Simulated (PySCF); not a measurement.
**GaH₂Br: geometry, NMR shifts, spin-spin couplings and electronic excitations**

Wanted: the NMR shifts, spin-spin couplings and electronic excitations of GaH₂Br (`[GaH2][Br]`), by calculation.

Programs: PySCF 2.14.0, with density-fitted response routines of our own. Each step states its level of theory. These are calculated values for one molecule in the gas phase, unless marked as measured. Atoms count from 0, in the outputs and in this text.

1 further run of the same task is left out (it didn't finish).

## (1) Starting geometry

4 atoms, charge 0, multiplicity 1; geometry from: GFN2-xTB. The atoms were then displaced at random by about 0.03 Å, so the start is not that level's minimum.

Bonds of the start (Å): Ga0–Br1 2.18, Ga0–H2 1.62, Ga0–H3 1.49.

## (2) Optimising the geometry at PBE0-D3(BJ)/def2-SVP

Job settings and geometry (Å):

```
{"job": {"xc": "PBE0", "basis": "def2-SVP", "d3": "d3bj", "grid": 1, "shake": 0.03, "kind": "geom"}, "charge": 0, "multiplicity": 1}
Ga    -0.115090    -0.034740     0.084340
Br     1.977240    -0.442310    -0.377810
H     -0.582440     1.312150     0.861460
H     -1.175960    -0.916000    -0.467840
```

Command:

```
OMP_NUM_THREADS=1 python probes_run.py task.json out
```

One launch serves the whole session: the jobs run in the order shown.

The log of the run:

```text
step   0  E = -4499.13070533  max force = 0.037406
step   1  E = -4499.13760846  max force = 0.011491
step   2  E = -4499.13753078  max force = 0.009106
step   3  E = -4499.13841753  max force = 0.003918
step   4  E = -4499.13866642  max force = 0.001203
step   5  E = -4499.13870271  max force = 0.000443
step   6  E = -4499.13870720  max force = 0.000150
optimisation converged
```

Wall time 13 s (1 thread of Arm Neoverse V1, shared host); peak memory 0.3 GiB.

The steps of the relaxation: (the energy doesn't fall at every step)

```tsv
step	energy from step 0 (eV)	largest force component (eV/Å)
0	0.0000	1.9235
1	-0.1878	0.5909
2	-0.1857	0.4682
3	-0.2099	0.2015
4	-0.2166	0.0619
5	-0.2176	0.0228
6	-0.2177	0.0077
```

Close pairs (by a distance rule), those that changed most:

```tsv
bond	before (Å)	after (Å)	change (Å)
Ga0–Br1	2.181	2.296	+0.115
Ga0–H3	1.486	1.559	+0.074
Ga0–H2	1.624	1.559	-0.065
```

The final coordinates are the input of the step that follows.

```tsv
at the end point	value
point group (found at 0.08 Å tolerance)	C2v
rotational constants (GHz, main isotopes)	126.4, 2.512, 2.463
dipole moment (D)	1.77
```

## (3) Shielding tensors: PBE0/pcSseg-1

Job settings and geometry (Å):

```
{"job": {"kind": "nmr", "xc": "PBE0", "basis": "pcSseg-1"}, "charge": 0, "multiplicity": 1}
Ga    -0.204840     0.027010     0.069198
Br     2.006950    -0.418752    -0.358547
H     -0.481077     1.325393     0.886988
H     -1.217284    -1.014552    -0.497489
```

Method: GIAO PBE0/pcSseg-1 NMR shielding, non-relativistic, gas phase.

The log of the run:

```text
coarse grid: 19696 points
cycle   1  E = -4499.1380761321  dE = -1.747e+00  |g| = 1.162e+00  |ddm| = 2.037e+00
cycle   2  E = -4499.0930273936  dE =  4.505e-02  |g| = 1.156e+00  |ddm| = 1.054e+00
cycle   3  E = -4499.2147977798  dE = -1.218e-01  |g| = 2.103e-01  |ddm| = 7.130e-01
cycle   4  E = -4499.2189038613  dE = -4.106e-03  |g| = 4.173e-02  |ddm| = 1.267e-01
cycle   5  E = -4499.2190201052  dE = -1.162e-04  |g| = 5.736e-03  |ddm| = 3.152e-02
cycle   6  E = -4499.2190277252  dE = -7.620e-06  |g| = 1.231e-03  |ddm| = 9.325e-03
final grid: 37112 points
cycle   7  E = -4499.2189738390  dE =  1.778e-07  |g| = 1.774e-03  |ddm| = 3.991e-03
cycle   8  E = -4499.2189734125  dE =  4.266e-07  |g| = 2.540e-03  |ddm| = 4.575e-03
cycle   9  E = -4499.2189745807  dE = -1.168e-06  |g| = 2.126e-04  |ddm| = 2.295e-03
cycle  10  E = -4499.2189745895  dE = -8.778e-09  |g| = 3.894e-05  |ddm| = 2.030e-04
cycle  11  E = -4499.2189745897  dE = -2.428e-10  |g| = 1.108e-06  |ddm| = 3.449e-05
converged SCF energy = -4499.2189745897

GIAO shielding tensors (ppm)
atom      isotropic    diamagn.    paramagn.     s11        s22        s33       span
  0 Ga    1199.258    2636.716   -1437.458   1061.246   1231.947   1304.582    243.336
  1 Br    2373.264    3125.410    -752.145   1679.820   2516.564   2923.409   1243.590
  2 H       24.981      26.703      -1.722     19.490     19.659     35.794     16.304
  3 H       24.981      26.706      -1.725     19.483     19.666     35.794     16.312
```

Wall time 6.6 s (1 thread of Arm Neoverse V1, shared host); peak memory 0.41 GiB.

The references, computed at this level on geometries of the same kind, shield at (ppm): ¹H TMS 31.27, ⁷¹Ga GaH4- 1710, ⁷⁹Br HBr 2584. Their shielding less the atom's gives the shift. The references are single molecules in the gas phase. Shifts against hydride references such as AlH4− lie on their own scale. Atoms listed in one row are averaged.

```tsv
atoms	environment	σ (ppm)	δ (ppm)
H2, H3	hydrogen on a Ga bonded to Br	24.98	6.29
Ga0	Ga bonded to Br, 2 H	1199	511
Br1	bromine bonded to Ga	2373	211
```

The run also stored atomic charges by several schemes (e):

```tsv
atoms	Mulliken	IAO	Hirshfeld	ESP fit
Ga0	0.62	0.51	0.42	0.65
Br1	-0.42	-0.26	-0.20	-0.28
```

Mayer bond orders: Ga0–Br1 0.93.

Orbitals, density, ELF and potential are computed afterwards from the orbital file.

Frontier orbitals at PBE0/pcSseg-1, with the share of their density that lies nearest to each atom:

```tsv
orbital	energy (eV)	lies on
HOMO	-8.09	Br1 78 %; H2, H3 about 10 % each
LUMO	-1.94	Ga0 57 %; H2, H3 about 16 % each; Br1 11 %
```

ELF in a plane through or near 4 of the atoms.

Ten even steps from ' ' (0.00) to '@' (1.00):
```
                                                        
                                                        
                              ......                    
                          ::++%%@@%%**--                
            ......        ==@@@@@@@@@@@@++              
          ::--==--::      ++@@@@@@@@@@@@%%..            
      ..--++**##****::..  ++@@@@@@@@@@@@@@::            
    ..--++##%%%%%%##++::::==**@@@@@@@@@@%%..            
    ::==**%%##----++##++::..::::--####**--              
    ::==****::****::##++..**++**::..--::..              
    ::==####--####--**++..******::::--::..              
    ::==**%%##----++##++::..::::--####++--              
    ..--++##%%%%%%##++::::==**@@@@@@@@@@##..            
      ..--++**##****::    ++@@@@@@@@@@@@@@::            
          ::--==--::      ++@@@@@@@@@@@@%%              
              ....        ==@@@@@@@@@@@@++              
                          ::**%%@@@@**--                
                              ......                    
                                                        
                                                        
```
The map spans 9.3 Å across and 8.0 Å up, centred on the molecule. Atoms in the plane (x, y in Å): Ga0 (0.2, 0.0), Br1 (-2.1, 0.0), H2 (0.9, 1.4), H3 (0.9, -1.4).

On the surface of density 0.002 e/bohr³ the electrostatic potential runs, from the 1st to the 99th percentile, from -0.62 V near Br1 to 2.95 V near Ga0.

## (4) Indirect couplings: B3LYP/pcSseg-1+pcJ-1

Job settings and geometry (Å):

```
{"job": {"kind": "j", "xc": "B3LYP", "basis": "pcJ-1"}, "charge": 0, "multiplicity": 1}
Ga    -0.204840     0.027010     0.069198
Br     2.006950    -0.418752    -0.358547
H     -0.481077     1.325393     0.886988
H     -1.217284    -1.014552    -0.497489
```

With the program's defaults for keys left out, this is: B3LYP/pcJ-1 Br:pcSseg-1 Ga:pcSseg-1 indirect spin-spin coupling, non-relativistic, gas phase.

The log of the run:

```text
coarse grid: 19696 points
cycle   1  E = -4499.7744201301  dE = -1.721e+00  |g| = 1.249e+00  |ddm| = 1.970e+00
cycle   2  E = -4499.7030304839  dE =  7.139e-02  |g| = 1.312e+00  |ddm| = 1.188e+00
cycle   3  E = -4499.8624299895  dE = -1.594e-01  |g| = 2.432e-01  |ddm| = 8.474e-01
cycle   4  E = -4499.8685154425  dE = -6.085e-03  |g| = 5.507e-02  |ddm| = 1.761e-01
cycle   5  E = -4499.8687802923  dE = -2.648e-04  |g| = 8.404e-03  |ddm| = 4.999e-02
cycle   6  E = -4499.8687988885  dE = -1.860e-05  |g| = 1.609e-03  |ddm| = 1.406e-02
cycle   7  E = -4499.8687998661  dE = -9.776e-07  |g| = 1.692e-04  |ddm| = 2.622e-03
final grid: 37112 points
cycle   8  E = -4499.8687424725  dE = -1.618e-08  |g| = 1.902e-04  |ddm| = 4.560e-04
cycle   9  E = -4499.8687424658  dE =  6.698e-09  |g| = 2.780e-04  |ddm| = 4.456e-04
cycle  10  E = -4499.8687424824  dE = -1.665e-08  |g| = 3.395e-05  |ddm| = 2.494e-04
cycle  11  E = -4499.8687424826  dE = -1.774e-10  |g| = 2.474e-06  |ddm| = 2.324e-05
converged SCF energy = -4499.8687424826

Indirect spin-spin couplings (Hz)
  i      j    bonds     total        FC       PSO       DSO        SD
  2 H    3 H    2     90.132    95.157     1.595    -6.661     0.041
```

It took 4.3 s on 1 thread of Arm Neoverse V1, shared host; peak memory 0.43 GiB.

A choice of the couplings up to four bonds, sorted by the number of bonds, with means over like pairs; isotopes 1H:

```tsv
pair	bonds	J (Hz)	Fermi contact (Hz)
H2–H3	2	90.1	95.2
```

The response was solved for the nuclei of H alone, so couplings that need other nuclei can be missing.

Quadrupole couplings from the field gradients of the same density:

```tsv
atom	isotope	eQq/h (MHz)	η
Br1	79Br	263.1	0.57
Ga0	69Ga	139.2	0.67
```

Joined with the shifts from before (PBE0/pcSseg-1, unscaled), the couplings predict the line list below for 300 MHz. Couplings to quadrupolar nuclei are left out.

¹H NMR δ 6.29 (br, 2H).

## (5) Ultraviolet spectrum: CAM-B3LYP/def2-SVPD

Job settings and geometry (Å):

```
{"job": {"kind": "uv", "xc": "CAM-B3LYP", "basis": "def2-SVPD", "ip": true}, "charge": 0, "multiplicity": 1}
Ga    -0.204840     0.027010     0.069198
Br     2.006950    -0.418752    -0.358547
H     -0.481077     1.325393     0.886988
H     -1.217284    -1.014552    -0.497489
```

Method: TDDFT CAM-B3LYP/def2-SVPD, vertical, gas phase, core orbitals frozen in the response.

The log of the run:

```text
coarse grid: 19696 points
cycle   1  E = -4499.8914821009  dE = -1.595e+00  |g| = 5.176e-01  |ddm| = 2.008e+00
cycle   2  E = -4499.8894714402  dE =  2.011e-03  |g| = 5.943e-01  |ddm| = 9.583e-01
cycle   3  E = -4499.9347854023  dE = -4.531e-02  |g| = 3.465e-02  |ddm| = 4.972e-01
cycle   4  E = -4499.9349387780  dE = -1.534e-04  |g| = 5.874e-03  |ddm| = 4.127e-02
cycle   5  E = -4499.9349542530  dE = -1.548e-05  |g| = 1.527e-03  |ddm| = 1.511e-02
cycle   6  E = -4499.9349550833  dE = -8.303e-07  |g| = 4.486e-04  |ddm| = 2.921e-03
final grid: 37112 points
cycle   7  E = -4499.9348847218  dE = -5.851e-08  |g| = 3.456e-04  |ddm| = 9.317e-04
cycle   8  E = -4499.9348847320  dE = -1.024e-08  |g| = 3.218e-04  |ddm| = 7.655e-04
cycle   9  E = -4499.9348847531  dE = -2.110e-08  |g| = 4.211e-05  |ddm| = 3.445e-04
cycle  10  E = -4499.9348847534  dE = -2.556e-10  |g| = 9.092e-06  |ddm| = 3.045e-05
converged SCF energy = -4499.9348847534

Static polarisability (au): isotropic 52.083, principal 40.691 50.140 65.418

Singlet excitations
state   eV       nm        f      main configurations
  1   4.8883    253.6   0.00000   H->L 0.97
  2   5.8986    210.2   0.04401   H-1->L 0.95
  3   6.2103    199.6   0.00651   H-2->L 0.99
  4   6.3357    195.7   0.00000   H-3->L 0.97
  5   6.5346    189.7   0.05462   H->L+1 0.88
  6   6.9624    178.1   0.03632   H-1->L+1 0.88
  7   7.4702    166.0   0.00064   H->L+2 0.78, H->L+3 0.11
  8   8.0444    154.1   0.00018   H->L+3 0.62, H-3->L+1 0.27
  9   8.0522    154.0   0.08186   H-1->L+2 0.77, H-1->L+3 0.14
 10   8.3464    148.5   0.59289   H-2->L+1 0.77

Triplet excitations (Tamm-Dancoff, eV): 4.6536 5.2390 5.8019 5.9373
Vertical ionisation energy (delta-SCF) = 10.5314 eV
Vertical electron affinity (delta-SCF) = 0.2348 eV
```

Wall time 17 s (1 thread of Arm Neoverse V1, shared host); peak memory 0.43 GiB.

The orbitals next to the gap, with their largest atomic shares:

```tsv
orbital	eV	atoms
HOMO−3	-11.11	Ga0 36 %, H2 22 %, H3 21 %
HOMO−2	-10.78	Br1 60 %, Ga0 25 %, H3 8 %
HOMO−1	-9.92	Br1 89 %, Ga0 10 %
HOMO	-9.38	Br1 74 %, Ga0 14 %, H3 6 %
LUMO	-1.06	Ga0 63 %, Br1 17 %, H2 10 %
LUMO+1	0.45	Ga0 39 %, Br1 31 %, H2 15 %
LUMO+2	0.74	Ga0 78 %, Br1 14 %
```

With each of the 10 states as a Gaussian band of 0.4 eV half-width at 1/e, the curve within the window shown has maxima at 188 nm (ε 3,000), 149 nm (ε 26,000) L/(mol cm). Beyond the last state computed it falls off for lack of states. The curve at chosen wavelengths:

(nm, ε (L/mol/cm)): (143, 14044), (149, 25943), (155, 13531), (160, 4024), (166, 876), (172, 1262), (178, 2238), (184, 2875), (189, 2968), (195, 2651), (201, 2365), (207, 2224), (213, 1877), (218, 1378), (224, 764), (230, 339), (236, 124), (242, 39), (247, 13), (253, 3), (259, 1), (265, 0), (271, 0), (276, 0), (282, 0), (288, 0)

Leading natural transition orbitals of singlet state 10: the hole lies on Br1 61 %; Ga0 16 %; H2, H3 about 12 % each; the particle on Br1 33 %; Ga0 31 %; H2, H3 about 18 % each.

Leading natural transition orbitals of singlet state 1: the hole lies on Br1 68 %; H2, H3 about 15 % each; the particle on Ga0 57 %; H2, H3 about 16 % each; Br1 12 %.

Ground-state properties from the same run:

```tsv
property	computed
dipole moment (D)	1.94
polarisability (Å³)	7.72
HOMO–LUMO gap (eV)	8.32
−ε(HOMO) (eV)	9.38
```

## (6) NMR shieldings: HF/pcSseg-2

Job settings and geometry (Å):

```
{"job": {"kind": "nmr", "xc": "HF", "basis": "pcSseg-2", "pop": false}, "charge": 0, "multiplicity": 1}
Ga    -0.204840     0.027010     0.069198
Br     2.006950    -0.418752    -0.358547
H     -0.481077     1.325393     0.886988
H     -1.217284    -1.014552    -0.497489
```

Method: GIAO HF/pcSseg-2 NMR shielding, non-relativistic, gas phase.

The log of the run:

```text
final grid: 37112 points
cycle   1  E = -4496.8755118844  dE = -1.975e+00  |g| = 8.151e-01  |ddm| = 1.485e+00
cycle   2  E = -4496.9088533673  dE = -3.334e-02  |g| = 5.410e-01  |ddm| = 4.385e-01
cycle   3  E = -4496.9256305822  dE = -1.678e-02  |g| = 9.171e-02  |ddm| = 1.546e-01
cycle   4  E = -4496.9263975432  dE = -7.670e-04  |g| = 1.862e-02  |ddm| = 4.442e-02
cycle   5  E = -4496.9264883499  dE = -9.081e-05  |g| = 4.535e-03  |ddm| = 2.077e-02
cycle   6  E = -4496.9264964764  dE = -8.127e-06  |g| = 1.514e-03  |ddm| = 7.371e-03
cycle   7  E = -4496.9264969448  dE = -4.684e-07  |g| = 3.525e-04  |ddm| = 1.207e-03
cycle   8  E = -4496.9264970408  dE = -9.604e-08  |g| = 1.065e-04  |ddm| = 6.395e-04
cycle   9  E = -4496.9264970502  dE = -9.310e-09  |g| = 2.236e-05  |ddm| = 2.244e-04
cycle  10  E = -4496.9264970506  dE = -4.102e-10  |g| = 4.370e-06  |ddm| = 5.353e-05
converged SCF energy = -4496.9264970506

GIAO shielding tensors (ppm)
atom      isotropic    diamagn.    paramagn.     s11        s22        s33       span
  0 Ga    1469.238    2636.337   -1167.100   1354.426   1490.905   1562.382    207.956
  1 Br    2664.850    3124.853    -460.004   2183.900   2773.792   3036.858    852.959
  2 H       26.145      27.424      -1.278     20.242     21.078     37.115     16.873
  3 H       26.146      27.427      -1.281     20.237     21.085     37.115     16.878
```

Run time: 5.2 s. Hardware: 1 thread of Arm Neoverse V1, shared host; peak memory 0.77 GiB.

This run: δ Ga0 361, Br1 -42, H2 5.54 ppm (means over like atoms).

## (7) Comparing the runs: NMR shifts

Shifts (ppm), means over like atoms, with basis size and wall time:

```tsv
run	H2	Ga0	Br1	functions	time
PBE0/pcSseg-1	6.29	511	211	92	6.6 s
HF/pcSseg-2	5.54	361	-42	154	5.2 s
```

## (8) Results

| quantity | value |
| --- | --- |
| point group | C2v |
| rotational constants (main isotopes) | 126.40, 2.51, 2.46 GHz |
| ¹H shifts against TMS (PBE0/pcSseg-1, means over atoms taken as alike) | 6.29 ppm |
| ⁷¹Ga shifts against GaH4- (PBE0/pcSseg-1) | 511 ppm |
| ⁷⁹Br shifts against HBr (PBE0/pcSseg-1) | 211 ppm |
| surface potential, 1st and 99th percentile | -0.62 V and 2.95 V |
| largest coupling of the table (B3LYP/pcSseg-1+pcJ-1) | ²J(H,H) H2–H3, 90.1 Hz |
| lowest singlet (CAM-B3LYP/def2-SVPD) | 4.89 eV (254 nm), f = 0.000 |
| brightest single state of those computed | state 10, 8.35 eV, f = 0.593 |
| lowest triplet | 4.65 eV |
| vertical ionisation energy (ΔSCF) | 10.53 eV |
| vertical electron affinity (ΔSCF) | 0.23 eV |
| range of the shift of Br1 | -42 to 211 ppm |

In words: The start was shaken at random, so part of the energy gained undoes that. The optimisation took 6 steps and gained 0.218 eV; among the close pairs (by a distance rule), Ga0–Br1 changed most, from 2.181 to 2.296 Å. At PBE0/pcSseg-1: The widest tensor belongs to Br1: span 1244 ppm, with a paramagnetic part of -752 ppm. At PBE0/pcSseg-1, counted by nearest atom on the grid, the HOMO lies on Br1 78 %; H2, H3 about 10 % each, the LUMO on Ga0 57 %; H2, H3 about 16 % each. Of the pairs tabulated at B3LYP/pcSseg-1+pcJ-1, H2–H3 couples most strongly (90.1 Hz; Fermi contact 95.2 Hz). The first singlet state (HOMO→LUMO 0.97) lies at 4.89 eV and is dark; of the 10 states computed, the strongest absorption comes from state 10 at 8.35 eV (the last computed, so partners may be missing). The lowest triplet lies 0.23 eV below the lowest singlet (triplets in Tamm-Dancoff, singlets in full TDDFT). The orbital energy would give 9.38 eV for ionisation, ΔSCF gives 10.53 eV. Across the 2 runs the shift of Br1 moves most, between -42 (HF/pcSseg-2) and 211 ppm (PBE0/pcSseg-1). Spin-orbit coupling is left out, which matters for shieldings and couplings at and beside the heavy atoms.
